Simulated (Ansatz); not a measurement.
**YCl: stress in a strained cell**

YCl is deformed so: equal xx and yy strain of -2 %. What stress and forces result, by LAPW, PAW and all-electron datasets made for the crystal?

Program: Ansatz 0.2.0. Level of theory: DFT PBEsol, scalar-relativistic. These are calculated values, not measurements.

## Step 1: The system as given

The structure is trigonal, space group R-3m (No. 166). The conventional cell has a = 3.752 Å, b = 3.752 Å, c = 27.525 Å, α = 90.00°, β = 90.00°, γ = 120.00°. Y (site symmetry 3m) is surrounded by 3 Cl at 2.75 Å. Cl (site symmetry 3m) is surrounded by 3 Y at 2.75 Å.

Structure file:

```
CELL_PARAMETERS angstrom
1.87615 1.08320 9.17500
-1.87615 1.08320 9.17500
0.00000 -2.16639 9.17500
ATOMIC_POSITIONS crystal
Y 0.21683 0.21683 0.21683
Y 0.78317 0.78317 0.78317
Cl 0.38830 0.38830 0.38830
Cl 0.61170 0.61170 0.61170
```

Atoms are numbered in the order of the input: Y1, Y2, Cl3, Cl4.

## Step 2: The deformed structure

Space group R-3m before, R-3m after.

## Step 3: All-electron LAPW

input.yaml reads:

```yaml
crystal:
  lattice:
    - [1.8386276105, 1.0615321459, 9.175]
    - [-1.8386276105, 1.0615321459, 9.175]
    - [0.0, -2.1230642917, 9.175]
  atoms:
    - { symbol: "Y", position: [0.21683, 0.21683, 0.21683] }
    - { symbol: "Y", position: [0.78317, 0.78317, 0.78317] }
    - { symbol: Cl, position: [0.3883, 0.3883, 0.3883] }
    - { symbol: Cl, position: [0.6117, 0.6117, 0.6117] }
kpoints:
  mp_grid: { grid: [8, 8, 8] }
  band_path:
    path:
      - [0.0, 0.0, 0.0]
      - [0.5, 0.5, 0.5]
      - [0.8244092648, 0.1755907352, 0.5]
      - [0.5, -0.1755907352, 0.1755907352]
      - [0.5, 0.0, 0.0]
      - [0.0, 0.0, 0.0]
      - [0.3377953676, -0.3377953676, 0.0]
      - [0.6622046324, 0.0, 0.3377953676]
      - [0.5, 0.0, 0.5]
    npoints: 5
scf:
  occupations: { method: fermi_dirac, width: 0.02 }
hamiltonian:
  xc: pbesol
  pseudopotentials: { kind: all_electron, lapw: { basis_error: 0.001 } }
output:
  forces: true
  stress: true
  eigenvalues: true
```

Launch:

```
$ ansatz run input.yaml --threads 1 --pin off --max-ram 4096MiB --backend cpu --events-out ev --progress --plain --runs-dir out
```

## Step 4: PAW on the default files

input.yaml reads:

```yaml
crystal:
  lattice:
    - [1.8386276105, 1.0615321459, 9.175]
    - [-1.8386276105, 1.0615321459, 9.175]
    - [0.0, -2.1230642917, 9.175]
  atoms:
    - { symbol: "Y", position: [0.21683, 0.21683, 0.21683] }
    - { symbol: "Y", position: [0.78317, 0.78317, 0.78317] }
    - { symbol: Cl, position: [0.3883, 0.3883, 0.3883] }
    - { symbol: Cl, position: [0.6117, 0.6117, 0.6117] }
kpoints:
  mp_grid: { grid: [8, 8, 8] }
scf:
  occupations: { method: fermi_dirac, width: 0.02 }
hamiltonian:
  xc: pbesol
  pseudopotentials: { kind: paw }
output:
  forces: true
  stress: true
  eigenvalues: true
  efg: { contact_densities: true }
  write_density: true
  write_potential: true
  elf: true
  volumetric_format: npy
```

## Step 5: All-electron PAW on datasets made for the crystal

Changes to input.yaml since step 4:

```diff
@@ -16,3 +16,3 @@
   xc: pbesol
-  pseudopotentials: { kind: paw }
+  pseudopotentials: { kind: all_electron, datasets: crystal }
 output:
@@ -22,5 +22 @@
   efg: { contact_densities: true }
-  write_density: true
-  write_potential: true
-  elf: true
-  volumetric_format: npy
```

(Steps that only read results are left out.)

**Question.** What will these runs give? Wanted: pressure; largest shear or deviatoric stress.

**Answer**, as computed:

| quantity | value |
| --- | --- |
| pressure | LAPW 1.21, PAW 1.21, crystal datasets 1.21 GPa |
| largest shear or deviatoric stress (LAPW) | 1.32 GPa |

The largest part of the stress beyond the pressure is 1.32 GPa in size, in the zz component; the atoms are carried along and not relaxed. No run of the undeformed cell stands beside it, so pressure and stress hold what the given cell had before the change, as far as its symmetry allows. PAW: stress within 0.01 GPa of LAPW, forces within 2 meV/Å. Crystal datasets: stress within 0.01 GPa of LAPW, forces within 1 meV/Å.
